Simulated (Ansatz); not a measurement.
Born–Oppenheimer molecular dynamics of a periodic cell of 20 atoms, In8BAs8Cl3 (surface InAs(110), adsorbate BCl3). It goes on from the last frame of an earlier run, with new velocities.

These are results of DFT PBE, scalar-relativistic, plane waves, PAW (Ansatz), not measurements. Settings: accuracy low, PAW set soft_1, cutoff 420 eV, k mesh 1x2x1, fermi-dirac smearing 0.1 eV, no spin polarisation.

```yaml
ensemble: NVT, Langevin thermostat
time_step: 1.5 fs
steps_asked: 230
set_temperature: 1000 K
friction: 0.05 /fs
atoms_held: 2, 3, 5, 8
seed: 572693
```

First frame:

```xyz
20
Lattice="8.6368 0.0000 0.0000 0.0000 6.1071 0.0000 0.0000 0.0000 19.4776" Properties=species:S:1:pos:R:3
In -0.100 4.867 3.254
As 0.000 0.000 1.000
In 2.159 1.527 1.000
As 6.524 3.375 3.004
In 6.478 1.527 1.000
As 2.312 3.515 2.873
In 4.549 5.153 3.386
As 4.318 0.000 1.000
In 4.275 4.721 7.117
As 4.238 0.514 5.496
In 6.539 1.950 5.476
As 2.051 3.101 7.781
In 2.104 2.123 5.318
As 6.606 3.342 7.692
In -0.004 4.893 7.195
As 0.047 0.523 5.188
B 5.718 3.973 11.044
Cl 4.330 4.855 10.299
Cl 5.356 2.572 11.872
Cl 7.381 4.707 11.279
```

Problem. What does the run give?

Solution. All steps were run.

| Property | Result |
| --- | --- |
| steps done | 230 |
| time covered | 345 fs |
| mean temperature over the second half | 966 K |
| spread of the potential energy over the second half | 10.8 meV per atom |
| mean potential energy of the second half above the start | 28.1 meV per atom |

A run of 0.34 ps of so small a system gives no equilibrium averages. Limits of this set-up: coarse k mesh, slab without dipole correction, no dispersion correction for a molecule that may bind weakly, a typed lattice constant that wasn't relaxed here, low accuracy level.

Problem. What happens to the structure?

Solution. Mean squared displacements from the first frame to the last: In 0.09 Å², As 0.12 Å², B 0.07 Å², Cl 0.45 Å². This is one draw of velocities; another would differ in detail.

Problem. How do temperature and energy run in time?

Solution. 
```json
{"time (fs)": "0", "T (K)": "1000", "potential energy less start (eV)": "0.000"}
{"time (fs)": "10.5", "T (K)": "885", "potential energy less start (eV)": "-0.023"}
{"time (fs)": "21", "T (K)": "1138", "potential energy less start (eV)": "-0.201"}
{"time (fs)": "31.5", "T (K)": "835", "potential energy less start (eV)": "-0.100"}
{"time (fs)": "42", "T (K)": "1067", "potential energy less start (eV)": "0.081"}
{"time (fs)": "52.5", "T (K)": "1430", "potential energy less start (eV)": "0.220"}
{"time (fs)": "63", "T (K)": "869", "potential energy less start (eV)": "0.472"}
{"time (fs)": "73.5", "T (K)": "909", "potential energy less start (eV)": "0.690"}
{"time (fs)": "84", "T (K)": "764", "potential energy less start (eV)": "0.918"}
{"time (fs)": "94.5", "T (K)": "756", "potential energy less start (eV)": "1.354"}
{"time (fs)": "105", "T (K)": "1096", "potential energy less start (eV)": "0.907"}
{"time (fs)": "115.5", "T (K)": "949", "potential energy less start (eV)": "0.599"}
{"time (fs)": "126", "T (K)": "1025", "potential energy less start (eV)": "0.304"}
{"time (fs)": "136.5", "T (K)": "755", "potential energy less start (eV)": "0.230"}
{"time (fs)": "147", "T (K)": "940", "potential energy less start (eV)": "0.287"}
{"time (fs)": "157.5", "T (K)": "714", "potential energy less start (eV)": "0.277"}
{"time (fs)": "168", "T (K)": "1052", "potential energy less start (eV)": "0.286"}
{"time (fs)": "178.5", "T (K)": "1097", "potential energy less start (eV)": "0.493"}
{"time (fs)": "189", "T (K)": "662", "potential energy less start (eV)": "0.566"}
{"time (fs)": "199.5", "T (K)": "802", "potential energy less start (eV)": "0.525"}
{"time (fs)": "210", "T (K)": "1020", "potential energy less start (eV)": "0.268"}
{"time (fs)": "220.5", "T (K)": "938", "potential energy less start (eV)": "0.285"}
{"time (fs)": "231", "T (K)": "1001", "potential energy less start (eV)": "0.290"}
{"time (fs)": "241.5", "T (K)": "975", "potential energy less start (eV)": "0.321"}
{"time (fs)": "252", "T (K)": "1029", "potential energy less start (eV)": "0.504"}
{"time (fs)": "262.5", "T (K)": "1125", "potential energy less start (eV)": "0.524"}
{"time (fs)": "273", "T (K)": "952", "potential energy less start (eV)": "0.498"}
{"time (fs)": "283.5", "T (K)": "654", "potential energy less start (eV)": "0.758"}
{"time (fs)": "294", "T (K)": "1180", "potential energy less start (eV)": "0.998"}
{"time (fs)": "304.5", "T (K)": "922", "potential energy less start (eV)": "0.852"}
{"time (fs)": "315", "T (K)": "841", "potential energy less start (eV)": "0.748"}
{"time (fs)": "325.5", "T (K)": "983", "potential energy less start (eV)": "0.744"}
{"time (fs)": "336", "T (K)": "1352", "potential energy less start (eV)": "0.698"}
```

Run time: 36 min on 2 threads of Arm Neoverse V1, with other jobs on the host, peak memory 1.9 GiB.
